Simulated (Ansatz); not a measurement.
# CH3BF3Ge+ (SMILES [CH3][Ge+]([F])[B](F)F): CASSCF(8,6)/STO-6G (density fitting with def2-universal-jkfit, def2-TZVP-rifit for correlation)

Aim: the energy change on altering one bond length of CH3BF3Ge+ at CASSCF(8,6)/STO-6G (density fitting with def2-universal-jkfit, def2-TZVP-rifit for correlation), from 2 runs. 

Program for the calculation: Ansatz 0.2.0.

3 further runs of the same task are left out: 1 that didn't finish, 2 set aside as unsound or not needed.

## Step 1: The system as given

The species is CH3BF3Ge+ (9 atoms), meant as a singlet with charge +1. SMILES: `[CH3][Ge+]([F])[B](F)F`. The shape comes from GFN2-xTB, which is rough for such elements, and wasn't checked as a minimum.

Bond lengths: C1–Ge2 2.003 Å, Ge2–F3 1.729 Å, Ge2–B4 2.228 Å, B4–F5 1.274 Å, B4–F6 1.276 Å, C1–H7 1.092 Å, C1–H8 1.097 Å, C1–H9 1.097 Å. Some angles: C1–Ge2–F3 103.8°, C1–Ge2–B4 154.9°, F3–Ge2–B4 101.3°, Ge2–B4–F5 115.3°, Ge2–B4–F6 119.5°, F5–B4–F6 125.2°, Ge2–C1–H7 111.8°, Ge2–C1–H8 107.1°, Ge2–C1–H9 107.2°, H7–C1–H8 110.9°.

## Step 2: Energy and forces at CASSCF(8,6)/STO-6G (density fitting with def2-universal-jkfit, def2-TZVP-rifit for correlation)

job.yaml reads:

```yaml
crystal:
  periodic: [false, false, false]
  atoms:
    - {symbol: C, position_ang: [-1.827570, -0.232630, -0.019740]}
    - {symbol: Ge, position_ang: [0.127990, 0.202360, -0.000590]}
    - {symbol: F, position_ang: [0.165210, 1.931220, -0.020140]}
    - {symbol: B, position_ang: [2.303130, -0.280720, 0.029180]}
    - {symbol: F, position_ang: [3.084040, 0.724700, 0.087070]}
    - {symbol: F, position_ang: [2.676590, -1.500590, -0.012720]}
    - {symbol: H, position_ang: [-2.003290, -1.308940, -0.075000]}
    - {symbol: H, position_ang: [-2.263930, 0.280640, -0.885140]}
    - {symbol: H, position_ang: [-2.262170, 0.183950, 0.897070]}
basis:
  gaussian:
    orbitals: STO-6G.json
    fitting: {mean_field: def2-universal-jkfit, correlation: def2-TZVP-rifit.json}
hamiltonian: {pseudopotentials: {relativity: none}}
total_charge: 1
correlation:
  active_space: {window: {electrons: 8, orbitals: 6}, shells: [{species: F, l: p, shell: 2}, {species: B, l: p, shell: 2}, {species: Ge, l: p, shell: 4}, {species: H, l: s, shell: 1}]}
scf: {lower_state_search: full}
output: {forces: true}
```

The basis set STO-6G is read from a file made from the Basis Set Exchange's data (not shown).

Started as:

```console
$ ansatz run job.yaml --threads 1 --pin off --max-ram 2610MiB --events-out events.jsonl --progress --plain --runs-dir runs
```

Standard output:

```text
Warning: RAYON_NUM_THREADS=1 ignored (pool sized by the plan → 1); use --threads N
Functional definition: HF
  name "HF"
  exchange = exact_x
  correlation = 0
701 factors; integrals over basis functions are off by at most 3.3e-3 eV
mean field evaluation 1: about -65987.5142 eV, gradient 3.8e1 eV
mean field evaluation 2: about -65992.9774 eV, gradient 1.7e1 eV
mean field evaluation 4: about -65993.9845 eV, gradient 8.5e-1 eV
mean field evaluation 8: about -65993.9924 eV, gradient 9.7e-7 eV
mean field -65993.99240742 eV, -2425.2344886381 hartree, gradient 9.7e-7 eV, S^2 0.000000; 0 other end points of the search recorded, 0 dependent functions left out
reference -65993.99240742 eV, -2425.2344886381 hartree; 36, 36 occupied and 10, 10 virtual orbitals, 701 factors
state -65995.43755684 eV, -2425.2875968998 hartree
the calculation of the forces begins
Total energy: -65995.43755684 eV, -2425.2875968998 hartree
Atom 0 at    -1.827570    -0.232630    -0.019740 Å, force     1.499971     0.292449     0.048757 eV/Å
Atom 1 at     0.127990     0.202360    -0.000590 Å, force    -0.390863     1.494574    -0.031308 eV/Å
Atom 2 at     0.165210     1.931220    -0.020140 Å, force    -0.191254    -1.403696     0.014956 eV/Å
Atom 3 at     2.303130    -0.280720     0.029180 Å, force    -1.544018    -0.400035    -0.017750 eV/Å
Atom 4 at     3.084040     0.724700     0.087070 Å, force     0.159917     0.259415     0.011487 eV/Å
Atom 5 at     2.676590    -1.500590    -0.012720 Å, force     0.063088    -0.058794    -0.004840 eV/Å
Atom 6 at    -2.003290    -1.308940    -0.075000 Å, force     0.023160     0.587795     0.020322 eV/Å
Atom 7 at    -2.263930     0.280640    -0.885140 Å, force     0.189760    -0.420875     0.511800 eV/Å
Atom 8 at    -2.262170     0.183950     0.897070 Å, force     0.190238    -0.350832    -0.553424 eV/Å
Dipole moment:    -0.394701    -0.159625    -0.001340 e Å
```

Run time: 5.7 s. Hardware: 1 thread of Intel Xeon 6975P-C (Granite Rapids), shared host; peak memory 0.2 GiB.

## Step 3: The distorted shape at the same level

job.yaml: that of step 2 with these lines changed.

```diff
@@ -3,3 +3,3 @@
   atoms:
-    - {symbol: C, position_ang: [-1.827570, -0.232630, -0.019740]}
+    - {symbol: C, position_ang: [-2.218647, -0.319620, -0.023570]}
     - {symbol: Ge, position_ang: [0.127990, 0.202360, -0.000590]}
@@ -9,5 +9,5 @@
     - {symbol: F, position_ang: [2.676590, -1.500590, -0.012720]}
-    - {symbol: H, position_ang: [-2.003290, -1.308940, -0.075000]}
-    - {symbol: H, position_ang: [-2.263930, 0.280640, -0.885140]}
-    - {symbol: H, position_ang: [-2.262170, 0.183950, 0.897070]}
+    - {symbol: H, position_ang: [-2.394367, -1.395930, -0.078830]}
+    - {symbol: H, position_ang: [-2.655007, 0.193650, -0.888970]}
+    - {symbol: H, position_ang: [-2.653247, 0.096960, 0.893240]}
 basis:
```

The basis set STO-6G is read from a file made from the Basis Set Exchange's data (not shown).

Started as:

```console
$ ansatz run job.yaml --threads 1 --pin off --max-ram 2610MiB --events-out events.jsonl --progress --plain --runs-dir runs
```

Standard output, shortened:

```text
Warning: RAYON_NUM_THREADS=1 ignored (pool sized by the plan → 1); use --threads N
[... 2 set-up lines as earlier in the session ...]
[...]
701 factors; integrals over basis functions are off by at most 3.3e-3 eV
[...]
mean field -65992.47911203 eV, -2425.1788760583 hartree, gradient 1.1e-6 eV, S^2 0.000000; 0 other end points of the search recorded, 0 dependent functions left out
reference -65992.47911203 eV, -2425.1788760583 hartree; 36, 36 occupied and 10, 10 virtual orbitals, 701 factors
state -65993.94932750 eV, -2425.2329054802 hartree
[...]
Total energy: -65993.94932750 eV, -2425.2329054802 hartree
Atom 0 at    -2.218647    -0.319620    -0.023570 Å, force     2.912787     0.978704     0.084392 eV/Å
Atom 1 at     0.127990     0.202360    -0.000590 Å, force    -3.259285     0.692018    -0.058346 eV/Å
Atom 2 at     0.165210     1.931220    -0.020140 Å, force    -0.227230    -1.476980     0.014698 eV/Å
Atom 3 at     2.303130    -0.280720     0.029180 Å, force    -1.680494    -0.298082    -0.023098 eV/Å
Atom 4 at     3.084040     0.724700     0.087070 Å, force     0.279446     0.280414     0.016297 eV/Å
Atom 5 at     2.676590    -1.500590    -0.012720 Å, force     0.117980    -0.102327    -0.004487 eV/Å
Atom 6 at    -2.394367    -1.395930    -0.078830 Å, force     0.584940     0.241469    -0.003563 eV/Å
Atom 7 at    -2.655007     0.193650    -0.888970 Å, force     0.635144    -0.176587     0.210069 eV/Å
Atom 8 at    -2.653247     0.096960     0.893240 Å, force     0.636711    -0.138629    -0.235962 eV/Å
Dipole moment:    -0.591564    -0.179565    -0.003992 e Å
```

Wall time 7.5 s (1 thread of Intel Xeon 6975P-C (Granite Rapids), shared host); peak memory 0.2 GiB.

## Step 4: Summary of results

At CASSCF(8,6)/STO-6G (density fitting with def2-universal-jkfit, def2-TZVP-rifit for correlation):

| quantity | value |
| --- | --- |
| first shape: total energy | -2425.28760 Eh |
| first shape: largest force on an atom | 1.595 eV/Å |
| distorted shape: total energy | -2425.23291 Eh |
| distorted shape: largest force on an atom | 3.332 eV/Å |
| energy change with the C1–Ge2 bond stretched from 2.003 to 2.404 Å | 1.488 eV |

With the C1–Ge2 bond stretched from 2.003 to 2.404 Å the energy rises by 1.49 eV (34 kcal/mol). The first shape isn't relaxed at this level, so the change isn't measured from a minimum. The minimal basis adds a large error of its own. The largest force (first shape) is 1.60 eV/Å: the shape isn't a stationary point for this species at this level. Mulliken charges (first shape) run from -0.30 on C1 to +0.78 on Ge2; they depend strongly on the basis. Mulliken charges (distorted shape) run from -0.18 on C1 to +0.67 on Ge2; they depend strongly on the basis.
